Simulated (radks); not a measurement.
# Spin polarisation of the 4p shell in Ge

The task here is to estimate one member of a computed series from the others.

Method: non-relativistic Kohn-Sham, PBE, spin-polarised, spherical densities, point nucleus. Code: radks (a radial shooting solver on a logarithmic mesh, Libxc functionals) version 1.

## What is computed

```
element       : germanium (Z = 32)
charge        : 0
electrons     : 32
configuration : [Ar] 3d10 4s2 4p(up 1, down 1)
```

A shell typed twice in an input gives spin up, then spin down.

Set-up of the first run:

Settings of this run:

```text
Z 32
configuration [Ar] 3d10 4s2 4p1 4p1
relativity non-relativistic
functional pbe,pbe
spin polarised
nucleus point
```

Steps of the session up to this table: No moment.

One of the session's tables, all rows but one given; the rest of the session is left out.

It belongs to the step «No moment». Sizes of the orbitals, from the radial functions (bohr):

```
level      <r>  outermost maximum (interpolated)  90 % within  nodes
   1s  0.04786                            0.0316       0.0852      0
   2s   0.2139                             0.180        0.330      1
   2p   0.1853                             0.143        0.302      0
   3s   0.6350                             0.552        0.949      2
   3p   0.6517                             0.547         1.00      1
   3d        ?                                 ?            ?      ?
   4s    2.153                              1.77         3.26      3
   4p    2.902                              2.22         4.59      2
```

Q: Estimate the row for 3d from the others.

**Answer.** <r>: 0.7326; outermost maximum (interpolated): 0.503; 90 % within: 1.24; nodes: 0. In the column «<r>» it lies between 3p (0.6517) and 4s (2.153).
